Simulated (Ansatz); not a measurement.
# CH7NO2Si2: molecular dynamics

Aim: follow the molecule's vibrations and see whether its bonds hold. The start is relaxed first. Runs: 493 steps of 0.5 fs at constant energy, with velocities drawn for 300 K. SMILES of the start: OC1(O[SiH3])N[SiH2]1.

All numbers below are computed with Ansatz 0.2.0 (RKS PBE0-D4/STO-3G).

## 1. The structure to begin with

Bond lengths: O1–C2 1.386 Å, C2–O3 1.409 Å, O3–Si4 1.646 Å, C2–N5 1.421 Å, C2–Si6 1.897 Å, N5–Si6 1.682 Å, O1–H7 0.996 Å, Si4–H8 1.495 Å, Si4–H9 1.427 Å, Si4–H10 1.552 Å, N5–H11 1.019 Å, Si6–H12 1.498 Å, Si6–H13 1.525 Å. Angles (14 of 23 angles, heavy atoms first): O1–C2–O3 114.0°, O1–C2–N5 112.4°, O1–C2–Si6 122.3°, O3–C2–N5 113.8°, O3–C2–Si6 121.2°, N5–C2–Si6 58.8°, C2–O3–Si4 122.0°, C2–N5–Si6 74.9°, C2–Si6–N5 46.3°, C2–O1–H7 107.1°, O3–Si4–H8 108.4°, O3–Si4–H9 112.0°, O3–Si4–H10 107.0°, C2–N5–H11 109.7°.

As a file:

```xyz
13

O    -1.7021   -0.0337    0.6325
C    -0.3744    0.2632    0.3683
O     0.4922   -0.8424    0.4742
Si    0.4591   -2.0841   -0.6064
N     0.0747    1.4120    1.0736
Si    0.1490    1.8376   -0.5519
H    -1.9610    0.4814    1.4449
H     0.3528   -1.5104   -1.9824
H     1.5977   -2.9349   -0.4782
H    -0.8162   -2.9152   -0.3020
H     1.0048    1.2405    1.4520
H     1.6085    2.0898   -0.7746
H    -0.8648    2.9615   -0.7351
```

## 2. Relaxing the start

Contents of input.yaml:

```yaml
crystal:
  periodic: [false, false, false]
  atoms:
    - { symbol: O, position_ang: [-1.7021, -0.0337, 0.6325] }
    - { symbol: C, position_ang: [-0.3744, 0.2632, 0.3683] }
    - { symbol: O, position_ang: [0.4922, -0.8424, 0.4742] }
    - { symbol: Si, position_ang: [0.4591, -2.0841, -0.6064] }
    - { symbol: "N", position_ang: [0.0747, 1.412, 1.0736] }
    - { symbol: Si, position_ang: [0.149, 1.8376, -0.5519] }
    - { symbol: H, position_ang: [-1.961, 0.4814, 1.4449] }
    - { symbol: H, position_ang: [0.3528, -1.5104, -1.9824] }
    - { symbol: H, position_ang: [1.5977, -2.9349, -0.4782] }
    - { symbol: H, position_ang: [-0.8162, -2.9152, -0.302] }
    - { symbol: H, position_ang: [1.0048, 1.2405, 1.452] }
    - { symbol: H, position_ang: [1.6085, 2.0898, -0.7746] }
    - { symbol: H, position_ang: [-0.8648, 2.9615, -0.7351] }
basis:
  gaussian: { orbitals: STO-3G }
hamiltonian:
  xc: pbe0
  dispersion: d4
relax:
  f_tol: 0.02
  max_steps: 40
scf:
  lower_state_search: "off"
```

Command:

```sh
> ansatz run input.yaml --threads 1 --pin off --max-ram 2048MiB --backend cpu --events-out ev --progress --plain --runs-dir out
```

After this run come: The run.

Before running it: what results should come out? Wanted: relaxation of the start; temperature, first and last step; temperature, second half; potential energy, second half; largest change of the total energy; bonds formed or broken.

As calculated:

| quantity | value |
| --- | --- |
| relaxation of the start | 18 moves, 1.429 eV lower |
| length | 493 steps of 0.5 fs |
| temperature, first and last step | 300 and 143 K |
| temperature, second half | mean 149 K, from 77 to 231 K |
| potential energy, second half | +17 meV/atom from the start |
| largest change of the total energy | 0.07 meV/atom |
| bonds formed or broken | 0 |

The temperature starts at 300 K and averages 149 K in the second half, where it ranges from 77 to 231 K. About half is expected from a start at a minimum: kinetic energy passes into potential energy until both shares match. The total energy strays from its start by at most 0.07 meV/atom, 0.4 % of the mean kinetic energy, which is good for a step of 0.5 fs. No bond forms or breaks. 246 fs on 13 atoms is far too short and small for converged averages. The nuclei move classically, without zero-point motion, which matters most for hydrogen. The basis is very small, so the numbers are rough.
